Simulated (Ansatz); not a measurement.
# SiGeH₅+ (singlet): the correlation ladder, cc-pVDZ

One table from this session's results is given with a row withheld; the runs are named, their logs left out.

Method: cc-pVDZ, core rule «outside noble gas», up to 19 orbitals frozen; program: Ansatz 0.2.0, Gaussian basis.

To be run: UHF; CCSD(T) on RHF; BCCD(T) on RHF; CISD; CCSDT(Q) on RHF; CASSCF and MRCISD+Q, 8 electrons in 8 orbitals; CASSCF and NEVPT2, 8 electrons in 8 orbitals.

21 further runs of the same task are left out: 9 that didn't finish, 12 set aside as unsound or not needed. Runs told in other sessions of the task aren't counted.

**The system**

The geometry is a PBE0/def2-TZVP stationary point (not a proven minimum) of the parent state, kept for this charge and spin. No spin-orbit coupling is included. The filled d shell of Ge may be among the frozen orbitals whatever the setting's name suggests.

7 atoms, charge 1, spin multiplicity 1.

Atoms are counted from 1 here; the program's logs count them from 0.

Bond lengths: Si1–Ge2 2.372 Å, Si1–H3 1.489 Å, Si1–H4 1.489 Å, Ge2–H5 1.537 Å, Ge2–H6 1.541 Å, Ge2–H7 1.537 Å. Angles: Ge2–Si1–H3 113.5°, Ge2–Si1–H4 113.5°, H3–Si1–H4 109.6°, Si1–Ge2–H5 109.6°, Si1–Ge2–H6 112.2°, Si1–Ge2–H7 109.6°, H5–Ge2–H6 108.4°, H5–Ge2–H7 108.7°, H6–Ge2–H7 108.4°.

The first run:

Contents of in.yaml:

```yaml
crystal:
  periodic: [false, false, false]
  atoms:
    - {symbol: Si, position_ang: [-0.081543, 0.000000, 1.698859]}
    - {symbol: Ge, position_ang: [0.016230, 0.000000, -0.670868]}
    - {symbol: H, position_ang: [0.513083, -1.216854, 2.317500]}
    - {symbol: H, position_ang: [0.513083, 1.216854, 2.317500]}
    - {symbol: H, position_ang: [-0.694920, 1.249004, -1.215853]}
    - {symbol: H, position_ang: [1.466162, 0.000000, -1.192785]}
    - {symbol: H, position_ang: [-0.694920, -1.249004, -1.215853]}
basis:
  gaussian: {orbitals: cc-pVDZ}
total_charge: 1
magnetization: {spin_polarized: true, initial_magnetization: 0}
hamiltonian: {xc: hf}
output: {orbitals: {seedname: orbitals}}
```

Run with:

```bash
$ ansatz run in.yaml --threads 1 --pin off --events-out ev --progress --plain --max-ram 2393MiB
```

Steps of the session up to this table: UHF; CCSD(T) on RHF; BCCD(T) on RHF; CISD; CCSDT(Q) on RHF; CASSCF and MRCISD+Q, 8 electrons in 8 orbitals; CASSCF and NEVPT2, 8 electrons in 8 orbitals.

One of the session's tables, all rows but one given; the rest of the session is left out.

It belongs to the step «Misses and costs». 

| method | from RCCSDT(Q) (kJ/mol) |
| --- | --- |
| RHF | +611.1 |
| RMP2 | +140.8 |
| CISD | +70.7 |
| RCCSD | +17.9 |
| RCCSD(T) | +3.8 |
| BCCD(T) | +3.7 |
| RCCSDT | ? |
| RCCSDT(Q) | 0 |
| CASSCF frontier | +449.7 |
| NEVPT2 frontier | +136.8 |
| MRCISD frontier | +40.1 |
| MRCISD+Q frontier | +2.5 |

**Question.** Estimate the row for RCCSDT.

**Answer.** from RCCSDT(Q) (kJ/mol): +0.6. In the column «from RCCSDT(Q) (kJ/mol)» it lies between RCCSDT(Q) (0) and MRCISD+Q frontier (+2.5).
